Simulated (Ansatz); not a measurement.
## Nudged elastic band run: Mg$_{12}$CO$_{12}$F$_{4}$

Input:

```yaml
crystal:
  lattice:
    - [5.605943, 0.0, 0.0]
    - [2.802971, 4.854889, 0.0]
    - [0.0, 0.0, 16.721541]
  atoms:
    - { symbol: Mg, position: [0.0, 0.0, 0.0598031] }
    - { symbol: O, position: [0.3333333, 0.8333333, 0.1282363] }
    - { symbol: Mg, position: [0.0, 0.5, 0.0598031] }
    - { symbol: O, position: [0.3333333, 0.3333333, 0.1282363] }
    - { symbol: Mg, position: [0.5, 0.0, 0.0598031] }
    - { symbol: O, position: [0.8333333, 0.8333333, 0.1282363] }
    - { symbol: Mg, position: [0.5, 0.5, 0.0598031] }
    - { symbol: O, position: [0.8333333, 0.3333333, 0.1282363] }
    - { symbol: Mg, position: [0.66587265, 0.66706783, 0.21214051] }
    - { symbol: O, position: [3.83e-06, 0.4999982, 0.27882613] }
    - { symbol: Mg, position: [0.66666313, 0.16666729, 0.21201765] }
    - { symbol: O, position: [0.00035459, -0.00018088, 0.27992204] }
    - { symbol: Mg, position: [0.16707114, 0.66705264, 0.21214097] }
    - { symbol: O, position: [0.49982751, 0.50034793, 0.27993042] }
    - { symbol: Mg, position: [0.16706528, 0.1658752, 0.21214099] }
    - { symbol: O, position: [0.49982168, -0.00017006, 0.27993284] }
    - { symbol: Mg, position: [0.33352681, 0.33320372, 0.36247247] }
    - { symbol: O, position: [0.66677336, 0.16662595, 0.43083417] }
    - { symbol: Mg, position: [0.3333309, 0.8333357, 0.36822206] }
    - { symbol: O, position: [0.67768534, 0.66119319, 0.4317956] }
    - { symbol: Mg, position: [0.83321356, 0.3332787, 0.36242762] }
    - { symbol: O, position: [0.16107718, 0.17764524, 0.43180293] }
    - { symbol: Mg, position: [0.83328036, 0.83350674, 0.36243577] }
    - { symbol: O, position: [0.16118674, 0.66118175, 0.43180302] }
    - { symbol: C, position: [0.67203586, 0.16416538, 0.66471748] }
    - { symbol: F, position: [0.59279148, 0.41808464, 0.63953078] }
    - { symbol: F, position: [0.49658609, 0.08560611, 0.63975115] }
    - { symbol: F, position: [0.92526622, -0.01060029, 0.6390663] }
    - { symbol: F, position: [0.67350555, 0.1635637, 0.7462032] }
basis:
  ecutwfc: 420.0
kpoints:
  mp_grid: { grid: [2, 2, 1] }
hamiltonian:
  xc: pbe
  pseudopotentials: { kind: paw, azcp: { folder: soft_1 } }
scf:
  occupations: { method: gaussian, width: 0.05 }
  lower_state_search: "off"
neb:
  images: 5
  f_tol: 0.05
  initial_path: idpp
  max_iterations: 47
  constraints: [{ sites: [0, 1, 2, 3, 4, 5, 6, 7] }]
  final_atoms:
    - { symbol: Mg, position: [0.0, 0.0, 0.0598031] }
    - { symbol: O, position: [0.33333338, 0.83333328, 0.12823628] }
    - { symbol: Mg, position: [4.0e-08, 0.49999997, 0.0598031] }
    - { symbol: O, position: [0.33333334, 0.33333331, 0.12823628] }
    - { symbol: Mg, position: [0.49999996, 0.0, 0.0598031] }
    - { symbol: O, position: [0.83333334, 0.83333328, 0.12823628] }
    - { symbol: Mg, position: [0.5, 0.49999997, 0.0598031] }
    - { symbol: O, position: [0.8333333, 0.33333331, 0.12823628] }
    - { symbol: Mg, position: [0.66710291, 0.66610028, 0.21162464] }
    - { symbol: O, position: [0.00083627, 0.50063917, 0.27815433] }
    - { symbol: Mg, position: [0.66744515, 0.16730576, 0.21024493] }
    - { symbol: O, position: [-0.00242766, -0.00115799, 0.28110395] }
    - { symbol: Mg, position: [0.16614235, 0.66599689, 0.21113937] }
    - { symbol: O, position: [0.49903836, 0.49737643, 0.28110393] }
    - { symbol: Mg, position: [0.16626513, 0.16693645, 0.21163408] }
    - { symbol: O, position: [0.50252211, 0.00228885, 0.27826577] }
    - { symbol: Mg, position: [0.3440764, 0.32278489, 0.36236135] }
    - { symbol: O, position: [0.67737332, 0.17698476, 0.43844254] }
    - { symbol: Mg, position: [0.33332481, 0.83291974, 0.3613859] }
    - { symbol: O, position: [0.661495, 0.68002305, 0.42377714] }
    - { symbol: Mg, position: [0.83952147, 0.33919133, 0.36439426] }
    - { symbol: O, position: [0.18036368, 0.16107431, 0.42376665] }
    - { symbol: Mg, position: [0.82312275, 0.84375184, 0.36235165] }
    - { symbol: O, position: [0.16093331, 0.66057715, 0.42397548] }
    - { symbol: C, position: [0.68961926, 0.18905931, 0.5211321] }
    - { symbol: F, position: [0.10872479, 0.60750653, 0.50225805] }
    - { symbol: F, position: [0.56393383, 0.06405603, 0.55551305] }
    - { symbol: F, position: [0.94948966, 0.06844509, 0.54871615] }
    - { symbol: F, position: [0.56979793, 0.44887826, 0.54873218] }
  order_check: true
```

Launched with:

```bash
$ ansatz run input.yaml --threads 2 --pin off --max-ram 5120MiB --backend cpu --events-out ev --progress --plain --runs-dir out
```

Output, in part (warnings, iteration lines):

```
NEB end point (image 0): max|allowed force component| = 7.766e-3 eV/Å (the criterion of neb.relax_end_points is 1.000e-2)
NEB end point (image 6): max|allowed force component| = 6.776e-3 eV/Å (the criterion of neb.relax_end_points is 1.000e-2)
NEB iter   1: max|band force component| = 4.925e0 eV/Å  barrier→ = 4.6136 eV  barrier← = 5.1111 eV  Δτ_max = 0.2000 Å  (251 SCF iters)
NEB iter   2: max|band force component| = 3.410e0 eV/Å  barrier→ = 3.7909 eV  barrier← = 4.2884 eV  Δτ_max = 0.2000 Å  (100 SCF iters)
NEB iter   3: max|band force component| = 8.441e0 eV/Å  barrier→ = 3.3731 eV  barrier← = 3.8706 eV  Δτ_max = 0.1031 Å  (112 SCF iters)
NEB iter   4: max|band force component| = 2.109e0 eV/Å  barrier→ = 2.8796 eV  barrier← = 3.3771 eV  Δτ_max = 0.2000 Å  (90 SCF iters)
NEB iter   5: max|band force component| = 1.180e1 eV/Å  barrier→ = 3.9337 eV  barrier← = 4.4311 eV  Δτ_max = 0.1022 Å  (99 SCF iters)
NEB iter   6: max|band force component| = 1.310e0 eV/Å  barrier→ = 2.5473 eV  barrier← = 3.0448 eV  Δτ_max = 0.1690 Å  (90 SCF iters)
NEB iter   7: max|band force component| = 5.374e-1 eV/Å  barrier→ = 2.3190 eV  barrier← = 2.8165 eV  Δτ_max = 0.2000 Å  (97 SCF iters)
NEB iter   8: max|band force component| = 7.499e-1 eV/Å  barrier→ = 2.2978 eV  barrier← = 2.7952 eV  Δτ_max = 0.1012 Å  (97 SCF iters)
[... lines left out ...]
NEB iter  25: max|band force component| = 1.010e-1 eV/Å  barrier→ = 2.6941 eV  barrier← = 3.1916 eV  CI = image 4  Δτ_max = 0.0380 Å  (73 SCF iters)
NEB iter  26: max|band force component| = 8.485e-2 eV/Å  barrier→ = 2.6941 eV  barrier← = 3.1916 eV  CI = image 4  Δτ_max = 0.0231 Å  (62 SCF iters)
NEB iter  27: max|band force component| = 5.600e-2 eV/Å  barrier→ = 2.6941 eV  barrier← = 3.1916 eV  CI = image 4  Δτ_max = 0.0143 Å  (61 SCF iters)
```

The forces met the threshold. Neighbouring images differ by up to 3.0 eV, so the band resolves the path poorly. By the program's own check the climbing image is of a kind that is not told: the force calls were inconclusive, a negative curvature could not be distinguished from the path's own, the only one lies far off the path, or fixed occupations may fill a level only in part (lowest curvatures found: -0.45 and 0.38 eV/Å²). Limits of this set-up: coarse k mesh, slab without dipole correction, no dispersion correction for a molecule that may bind weakly.

Final band (atoms are numbered from 1 in the order of the input):

```json
{"image": "0", "path coordinate (Å)": "0.00", "energy (eV)": "0.00", "C25–F26 (Å)": "1.33", "O18–C25 (Å)": "3.91", "O24–F26 (Å)": "4.06"}
{"image": "1", "path coordinate (Å)": "1.68", "energy (eV)": "0.00", "C25–F26 (Å)": "1.33", "O18–C25 (Å)": "3.94", "O24–F26 (Å)": "3.58"}
{"image": "2", "path coordinate (Å)": "3.36", "energy (eV)": "0.01", "C25–F26 (Å)": "1.33", "O18–C25 (Å)": "3.88", "O24–F26 (Å)": "3.30"}
{"image": "3", "path coordinate (Å)": "5.04", "energy (eV)": "0.21", "C25–F26 (Å)": "1.32", "O18–C25 (Å)": "3.27", "O24–F26 (Å)": "2.51"}
{"image": "4", "path coordinate (Å)": "6.73", "energy (eV)": "2.69", "C25–F26 (Å)": "1.99", "O18–C25 (Å)": "2.72", "O24–F26 (Å)": "1.42"}
{"image": "5", "path coordinate (Å)": "9.16", "energy (eV)": "-0.34", "C25–F26 (Å)": "2.83", "O18–C25 (Å)": "1.40", "O24–F26 (Å)": "1.40"}
{"image": "6", "path coordinate (Å)": "11.59", "energy (eV)": "-0.50", "C25–F26 (Å)": "2.93", "O18–C25 (Å)": "1.39", "O24–F26 (Å)": "1.41"}
```

Run time: 47 min on 2 threads of Arm Neoverse V2 (shared host), peak memory 1.9 GiB.
